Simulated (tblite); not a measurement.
# C3H9ClOSi3: the cost of one run

The runs use tblite 0.8.0 and PySCF 2.14.0, with density-fitted response routines of our own; the level of theory stands in each step. All values are computed, except where a source is named. Atoms are numbered from 0 throughout.

### Step 1. The molecule as given

17 atoms, charge 0, multiplicity 1; geometry from: force field or distance geometry start.

Bonds of the start (Å): C0–C1 1.29, C1–Si2 1.87, Si2–O3 1.72, O3–Si4 1.74, Si4–C5 1.85, Si4–Cl6 2.08, Si4–Si7 2.25, Si7–C1 1.88, C0–H8 1.09, C0–H9 1.10, Si2–H10 1.45, Si2–H11 1.46, C5–H12 1.09, C5–H13 1.12, C5–H14 1.13, Si7–H15 1.45, Si7–H16 1.46.

### Step 2. Relaxing the molecule with GFN2-xTB

The job: settings as JSON, then the geometry in Å.

```
{"job": {"kind": "relax", "xc": "GFN2-xTB", "basis": "xTB"}, "charge": 0, "multiplicity": 1}
C     -2.964100    -0.185600     0.091400
C     -1.688400    -0.329900     0.237200
Si    -0.559700    -1.640000    -0.467700
O      0.720100    -0.707500    -1.140200
Si     1.379000    -0.027400     0.320100
C      2.574800     1.344300    -0.011000
Cl     2.195600    -1.607700     1.394500
Si    -0.522200     0.730800     1.260200
H     -3.601700    -0.832500    -0.507300
H     -3.458400     0.654300     0.607500
H     -0.002400    -2.380300     0.646000
H     -1.236200    -2.483900    -1.454000
H      3.132500     1.261300    -0.939200
H      3.300600     1.366000     0.844200
H      2.045100     2.344600     0.051600
H     -0.744800     2.150400     1.036300
H     -0.576800     0.355000     2.669800
```

Run with:

```bash
OMP_NUM_THREADS=1 python probes_run.py task.json out
```

The driver reads the jobs from task.json and runs them one after another.

Q: Estimate the wall time of this first job on 1 thread of Arm Neoverse N1, shared host.

About 2 s.
